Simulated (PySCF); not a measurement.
**GeH2SCl (SMILES [SH][GeH][Cl]), step by step**

We compute an energy scan (UHF/pcseg-0), then the energy along one coordinate (UMP2/6-31G) of GeH2SCl. The job is set up through a Python script.

The results are computed with PySCF 2.14.0.

## 1. The system as given

GeH2SCl: 5 atoms, total charge 0, spin state doublet. SMILES: `[SH][GeH][Cl]`. The shape is that of a PBE0-D4/def2-TZVP optimisation. This is one conformer, not always the lowest.

Bond lengths: S1–Ge2 2.217 Å, Ge2–Cl3 2.167 Å, S1–H4 1.344 Å, Ge2–H5 1.553 Å. Angles: S1–Ge2–Cl3 110.3°, S1–Ge2–H5 105.8°, Cl3–Ge2–H5 107.3°, Ge2–S1–H4 93.9°.

## 2. The energy along one coordinate at UHF/pcseg-0 (run 1)

Input file run.py:

```python
import numpy
from pyscf import gto, scf
from scipy.spatial.transform import Rotation

molecule = gto.M(
    atom='''
S     -1.509900     0.445000     0.252900
Ge     0.454500    -0.577100     0.354000
Cl     1.716800     0.052900    -1.291100
H     -1.733000     0.086400    -1.022600
H      1.121500    -0.080700     1.665200
''',
    max_memory=1860,
    verbose=3,
    spin=1,
    basis='pcseg-0',
)

x0 = molecule.atom_coords(unit='angstrom')
axis = x0[0] - x0[1]
r0 = 52.484  # dihedral 3-2-1-4 of the start, degrees
axis /= numpy.linalg.norm(axis)

scan, good = [], []
for r in [0, 20, 40, 60, 80, 100, 120, 140, 160, 180]:
    xyz = x0.copy()
    xyz[[0, 3]] = Rotation.from_rotvec(axis * numpy.radians(r - r0)).apply(x0[[0, 3]] - x0[0]) + x0[0]
    molecule.set_geom_(xyz, unit='angstrom')
    mf = scf.UHF(molecule)
    mf.max_cycle = 100
    mf = mf.newton()
    mf.kernel()
    energy = mf.e_tot
    scan.append((r, energy))
    good.append(mf.converged)
    print('dihedral = %.1f deg   E = %.8f Eh   converged: %s' % (r, energy, good[-1]))

e0 = min(e for r, e in scan)
print('angle   E - Emin (kcal/mol)')
for r, e in scan:
    print('%6.3f %10.3f' % (r, (e - e0) * 627.5095))
```

Launch:

```sh
OMP_NUM_THREADS=1 python run.py
```

Standard output:

```text
converged SCF energy = -2929.84068150859  <S^2> = 0.75512212  2S+1 = 2.0051156
dihedral = 0.0 deg   E = -2929.84068151 Eh   converged: True

converged SCF energy = -2929.84231680859  <S^2> = 0.7555169  2S+1 = 2.0055093
dihedral = 20.0 deg   E = -2929.84231681 Eh   converged: True

converged SCF energy = -2929.84380674847  <S^2> = 0.75536432  2S+1 = 2.0053571
dihedral = 40.0 deg   E = -2929.84380675 Eh   converged: True

converged SCF energy = -2929.84431189908  <S^2> = 0.75479819  2S+1 = 2.0047924
dihedral = 60.0 deg   E = -2929.84431190 Eh   converged: True

converged SCF energy = -2929.84353616711  <S^2> = 0.75402938  2S+1 = 2.0040253
dihedral = 80.0 deg   E = -2929.84353617 Eh   converged: True

converged SCF energy = -2929.84186248533  <S^2> = 0.75339638  2S+1 = 2.0033935
dihedral = 100.0 deg   E = -2929.84186249 Eh   converged: True

converged SCF energy = -2929.84009977327  <S^2> = 0.75337175  2S+1 = 2.0033689
dihedral = 120.0 deg   E = -2929.84009977 Eh   converged: True

converged SCF energy = -2929.83900184085  <S^2> = 0.75414573  2S+1 = 2.0041414
dihedral = 140.0 deg   E = -2929.83900184 Eh   converged: True

converged SCF energy = -2929.83879087481  <S^2> = 0.7552051  2S+1 = 2.0051983
dihedral = 160.0 deg   E = -2929.83879087 Eh   converged: True

converged SCF energy = -2929.83912825757  <S^2> = 0.75582738  2S+1 = 2.0058189
dihedral = 180.0 deg   E = -2929.83912826 Eh   converged: True
angle   E - Emin (kcal/mol)
 0.000      2.278
20.000      1.252
40.000      0.317
60.000      0.000
80.000      0.487
100.000      1.537
120.000      2.643
140.000      3.332
160.000      3.464
180.000      3.253
```

Run time: 4.2 s. Hardware: 1 thread of Arm Neoverse V2, shared host; peak memory 0.13 GiB.

The scan, from its lowest point:

| Cl3–Ge2–S1–H4 (°) | energy (kJ/mol) |
| --- | --- |
| 0.000 | 9.5 |
| 20.000 | 5.2 |
| 40.000 | 1.3 |
| 60.000 | 0.0 |
| 80.000 | 2.0 |
| 100.000 | 6.4 |
| 120.000 | 11.1 |
| 140.000 | 13.9 |
| 160.000 | 14.5 |
| 180.000 | 13.6 |

## 3. An energy scan at UMP2/6-31G (run 2)

Input file input.py:

```python
import numpy
from pyscf import gto, mp
from scipy.spatial.transform import Rotation

system = gto.M(
    atom='''
S       -1.509900       0.445000       0.252900
Ge       0.454500      -0.577100       0.354000
Cl       1.716800       0.052900      -1.291100
H       -1.733000       0.086400      -1.022600
H        1.121500      -0.080700       1.665200
''',
    cart=True,
    verbose=3,
    spin=1,
    max_memory=1860,
    basis='6-31g',
)

x0 = system.atom_coords(unit='angstrom')
axis = x0[0] - x0[1]
r0 = 52.484  # dihedral 3-2-1-4 of the start, degrees
axis /= numpy.linalg.norm(axis)
dm = None
scan, good = [], []
for r in [0, 20, 40, 60, 80, 100, 120, 140, 160, 180, 200, 220, 240, 260, 280, 300, 320, 340]:
    xyz = x0.copy()
    xyz[[0, 3]] = Rotation.from_rotvec(axis * numpy.radians(r - r0)).apply(x0[[0, 3]] - x0[0]) + x0[0]
    system.set_geom_(xyz, unit='angstrom')
    myscf = system.UHF()
    myscf.max_cycle = 100
    myscf.kernel(dm0=dm)
    dm = myscf.make_rdm1()
    pt = mp.MP2(myscf).run()
    e_tot = pt.e_tot
    scan.append((r, e_tot))
    good.append(myscf.converged)
    print('dihedral = %.1f deg   E = %.8f Eh   converged: %s' % (r, e_tot, good[-1]))

e0 = min(e for r, e in scan)
print('angle   E - Emin (kcal/mol)')
for r, e in scan:
    print('%6.3f %10.3f' % (r, (e - e0) * 627.5095))
```

Launch:

```sh
OMP_NUM_THREADS=1 python input.py
```

Standard output:

```text
converged SCF energy = -2933.1520901705  <S^2> = 0.75526803  2S+1 = 2.0052611
E(UMP2) = -2933.50237332796  E_corr = -0.350283157467169
E(SCS-UMP2) = -2933.4828317691  E_corr = -0.330741598604706
dihedral = 0.0 deg   E = -2933.50237333 Eh   converged: True
converged SCF energy = -2933.15366138786  <S^2> = 0.7556893  2S+1 = 2.0056812
E(UMP2) = -2933.50436046424  E_corr = -0.350699076377823
E(SCS-UMP2) = -2933.48474767298  E_corr = -0.33108628511937
dihedral = 20.0 deg   E = -2933.50436046 Eh   converged: True
converged SCF energy = -2933.15528863517  <S^2> = 0.75554197  2S+1 = 2.0055343
E(UMP2) = -2933.50629800488  E_corr = -0.351009369707952
E(SCS-UMP2) = -2933.48662453137  E_corr = -0.331335896199944
dihedral = 40.0 deg   E = -2933.50629800 Eh   converged: True
converged SCF energy = -2933.15596548975  <S^2> = 0.75495613  2S+1 = 2.00495
E(UMP2) = -2933.50707284371  E_corr = -0.351107353954666
E(SCS-UMP2) = -2933.48737766472  E_corr = -0.331412174966429
dihedral = 60.0 deg   E = -2933.50707284 Eh   converged: True
converged SCF energy = -2933.15532408385  <S^2> = 0.75419291  2S+1 = 2.0041885
E(UMP2) = -2933.50629763897  E_corr = -0.350973555117639
E(SCS-UMP2) = -2933.4866288017  E_corr = -0.331304717844971
dihedral = 80.0 deg   E = -2933.50629764 Eh   converged: True
converged SCF energy = -2933.15382674023  <S^2> = 0.75360486  2S+1 = 2.0036016
E(UMP2) = -2933.50452897305  E_corr = -0.350702232823064
E(SCS-UMP2) = -2933.48491873063  E_corr = -0.331091990399123
dihedral = 100.0 deg   E = -2933.50452897 Eh   converged: True
converged SCF energy = -2933.15234066054  <S^2> = 0.75358949  2S+1 = 2.0035863
E(UMP2) = -2933.50279105475  E_corr = -0.35045039420988
E(SCS-UMP2) = -2933.48324018786  E_corr = -0.33089952731568
dihedral = 120.0 deg   E = -2933.50279105 Eh   converged: True
converged SCF energy = -2933.15155949678  <S^2> = 0.75427586  2S+1 = 2.0042713
E(UMP2) = -2933.50189518966  E_corr = -0.350335692879437
E(SCS-UMP2) = -2933.48237463169  E_corr = -0.330815134907466
dihedral = 140.0 deg   E = -2933.50189519 Eh   converged: True
converged SCF energy = -2933.15160891689  <S^2> = 0.75523254  2S+1 = 2.0052257
E(UMP2) = -2933.50198307332  E_corr = -0.350374156428944
E(SCS-UMP2) = -2933.48245428874  E_corr = -0.330845371850788
dihedral = 160.0 deg   E = -2933.50198307 Eh   converged: True
converged SCF energy = -2933.15209612526  <S^2> = 0.75583585  2S+1 = 2.0058274
E(UMP2) = -2933.50259993626  E_corr = -0.350503811003342
E(SCS-UMP2) = -2933.48304187834  E_corr = -0.330945753076053
dihedral = 180.0 deg   E = -2933.50259994 Eh   converged: True
converged SCF energy = -2933.15250360473  <S^2> = 0.75579066  2S+1 = 2.0057823
E(UMP2) = -2933.50312599531  E_corr = -0.350622390585678
E(SCS-UMP2) = -2933.48354601407  E_corr = -0.33104240934765
dihedral = 200.0 deg   E = -2933.50312600 Eh   converged: True
converged SCF energy = -2933.15258282224  <S^2> = 0.75514983  2S+1 = 2.0051432
E(UMP2) = -2933.50319713288  E_corr = -0.350614310645711
E(SCS-UMP2) = -2933.48361783235  E_corr = -0.331035010118533
dihedral = 220.0 deg   E = -2933.50319713 Eh   converged: True
converged SCF energy = -2933.15245173606  <S^2> = 0.75421686  2S+1 = 2.0042124
E(UMP2) = -2933.50286561823  E_corr = -0.35041388217251
E(SCS-UMP2) = -2933.48330301234  E_corr = -0.330851276288408
dihedral = 240.0 deg   E = -2933.50286562 Eh   converged: True
converged SCF energy = -2933.15230234107  <S^2> = 0.75339059  2S+1 = 2.0033877
E(UMP2) = -2933.50236995005  E_corr = -0.350067608978457
E(SCS-UMP2) = -2933.48282747098  E_corr = -0.33052512990417
dihedral = 260.0 deg   E = -2933.50236995 Eh   converged: True
converged SCF energy = -2933.15211971022  <S^2> = 0.75292105  2S+1 = 2.0029189
E(UMP2) = -2933.50183879217  E_corr = -0.349719081953118
E(SCS-UMP2) = -2933.48231892539  E_corr = -0.330199215174113
dihedral = 280.0 deg   E = -2933.50183879 Eh   converged: True
converged SCF energy = -2933.15179829797  <S^2> = 0.75293193  2S+1 = 2.0029298
E(UMP2) = -2933.50132478859  E_corr = -0.349526490619492
E(SCS-UMP2) = -2933.48183133902  E_corr = -0.33003304104136
dihedral = 300.0 deg   E = -2933.50132479 Eh   converged: True
converged SCF energy = -2933.15141767905  <S^2> = 0.75349114  2S+1 = 2.0034881
E(UMP2) = -2933.50100427958  E_corr = -0.349586600525947
E(SCS-UMP2) = -2933.48152722514  E_corr = -0.33010954608991
dihedral = 320.0 deg   E = -2933.50100428 Eh   converged: True
converged SCF energy = -2933.15135366413  <S^2> = 0.75440954  2S+1 = 2.0044047
E(UMP2) = -2933.5012299123  E_corr = -0.349876248171166
E(SCS-UMP2) = -2933.48173888714  E_corr = -0.330385223012178
dihedral = 340.0 deg   E = -2933.50122991 Eh   converged: True
angle   E - Emin (kcal/mol)
 0.000      2.949
20.000      1.702
40.000      0.486
60.000      0.000
80.000      0.486
100.000      1.596
120.000      2.687
140.000      3.249
160.000      3.194
180.000      2.807
200.000      2.477
220.000      2.432
240.000      2.640
260.000      2.951
280.000      3.284
300.000      3.607
320.000      3.808
340.000      3.666
```

Wall time 20 s (1 thread of Arm Neoverse V2, shared host); peak memory 0.22 GiB.

The scan, from its lowest point:

| Cl3–Ge2–S1–H4 (°) | energy (kJ/mol) |
| --- | --- |
| 0.000 | 12.3 |
| 20.000 | 7.1 |
| 40.000 | 2.0 |
| 60.000 | 0.0 |
| 80.000 | 2.0 |
| 100.000 | 6.7 |
| 120.000 | 11.2 |
| 140.000 | 13.6 |
| 160.000 | 13.4 |
| 180.000 | 11.7 |
| 200.000 | 10.4 |
| 220.000 | 10.2 |
| 240.000 | 11.0 |
| 260.000 | 12.3 |
| 280.000 | 13.7 |
| 300.000 | 15.1 |
| 320.000 | 15.9 |
| 340.000 | 15.3 |
